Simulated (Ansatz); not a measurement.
# AlAsH4 (singlet): PBE, r2SCAN, PBE0, B3LYP, wB97M-V, B2PLYP, RPA-PBE over vertical spin and charge gaps, cc-pVDZ

Aim: run AlAsH4 (singlet) with these functionals over vertical spin and charge gaps, and hold them against the top wave-function level at the same points.

Computed with Ansatz 0.2.0, Gaussian basis. Level: cc-pVDZ, all electrons in the functionals, frozen cores in the correlation of double hybrids and RPA.

Plan: PBE, r2SCAN, PBE0, B3LYP, wB97M-V, B2PLYP, RPA-PBE, at charge 0, singlet; charge 0, triplet; charge 1, doublet.

6 further runs of the same task are left out: 3 for a known fault of the program, 3 set aside as unsound or not needed. Runs told in other sessions of the task aren't counted.

## (1) What is computed

The geometry is a PBE0/def2-TZVP stationary point (not a proven minimum). No spin-orbit coupling is included. The filled d shell of As may be among the frozen orbitals whatever the setting's name suggests.

6 atoms, charge 0, spin multiplicity 1.

Atoms are counted from 1 here; the program's logs count them from 0.

Bond lengths: Al1–As2 2.429 Å, Al1–H3 1.587 Å, Al1–H4 1.587 Å, As2–H5 1.522 Å, As2–H6 1.522 Å. Angles: As2–Al1–H3 119.7°, As2–Al1–H4 119.7°, H3–Al1–H4 120.4°, Al1–As2–H5 91.4°, Al1–As2–H6 91.4°, H5–As2–H6 93.5°.

As a file:

```csv
atom,x (Å),y (Å),z (Å)
Al1,0.0319,0.0000,1.7496
As2,-0.0385,0.0000,-0.6783
H3,0.0000,1.3773,2.5371
H4,0.0000,-1.3773,2.5371
H5,1.0023,1.1086,-0.7464
H6,1.0023,-1.1086,-0.7464
```

No dispersion term is added; wB97M-V holds VV10 nonlocal correlation. B3LYP takes the VWN-RPA correlation.

The geometry shown and the zero of energy belong to the point charge 0, singlet. The yardstick, UCCSDT(Q), and other wave-function levels (R restricted, U unrestricted, valence and pair active spaces) come from earlier runs.

## (2) PBE, charge 0, singlet

Contents of in.yaml:

```yaml
crystal:
  periodic: [false, false, false]
  atoms:
    - {symbol: Al, position_ang: [0.031918, 0.000000, 1.749608]}
    - {symbol: As, position_ang: [-0.038462, 0.000000, -0.678270]}
    - {symbol: H, position_ang: [-0.000011, 1.377251, 2.537113]}
    - {symbol: H, position_ang: [-0.000011, -1.377251, 2.537113]}
    - {symbol: H, position_ang: [1.002266, 1.108594, -0.746352]}
    - {symbol: H, position_ang: [1.002266, -1.108594, -0.746352]}
basis:
  gaussian: {orbitals: cc-pVDZ}
hamiltonian: {xc: {name: PBE}}
output: {orbitals: {seedname: orbitals}}
```

Launch:

```console
$ ansatz run in.yaml --threads 1 --pin off --events-out ev --progress --plain --max-ram 4096MiB --backend cpu
```

After this run come: PBE, charge 0, triplet; PBE, charge 1, doublet; r2SCAN, charge 0, singlet; r2SCAN, charge 0, triplet; r2SCAN, charge 1, doublet; PBE0, charge 0, singlet; PBE0, charge 0, triplet; PBE0, charge 1, doublet; B3LYP, charge 0, singlet; B3LYP, charge 0, triplet; B3LYP, charge 1, doublet; wB97M-V, charge 0, singlet; wB97M-V, charge 0, triplet; wB97M-V, charge 1, doublet; B2PLYP, charge 0, singlet; B2PLYP, charge 0, triplet; B2PLYP, charge 1, doublet; RPA-PBE, charge 0, singlet; RPA-PBE, charge 0, triplet; RPA-PBE, charge 1, doublet.

Before running them: what should the planned runs give, taken together? Wanted: singlet to triplet, UCCSDT(Q); ionisation to the doublet cation, UCCSDT(Q); largest miss, PBE; largest miss, r2SCAN; largest miss, PBE0; largest miss, B3LYP; largest miss, wB97M-V; largest miss, B2PLYP; largest miss, RPA-PBE.

**Answer**, as computed:

| quantity | value |
| --- | --- |
| singlet to triplet, UCCSDT(Q) | 91.0 kcal/mol |
| ionisation to the doublet cation, UCCSDT(Q) | 209.8 kcal/mol |
| largest miss, PBE | -6.7 kcal/mol (singlet to triplet) |
| largest miss, r2SCAN | -5.9 kcal/mol (singlet to triplet) |
| largest miss, PBE0 | +3.9 kcal/mol (ionisation to the doublet cation) |
| largest miss, B3LYP | +4.1 kcal/mol (ionisation to the doublet cation) |
| largest miss, wB97M-V | +4.1 kcal/mol (singlet to triplet) |
| largest miss, B2PLYP | +2.4 kcal/mol (ionisation to the doublet cation) |
| largest miss, RPA-PBE | -3.5 kcal/mol (singlet to triplet) |
| largest miss, RCCSD(T) | +0.4 kcal/mol (singlet to triplet) |
| largest miss, UCCSD(T) | +0.3 kcal/mol (singlet to triplet) |

Of the functionals, B2PLYP keep the smallest largest miss at the points compared (at most 2.4 kcal/mol) and PBE strays most (6.7 kcal/mol, at singlet to triplet). Functionals and the yardstick converge differently with the basis, so part of each miss in cc-pVDZ is the basis.
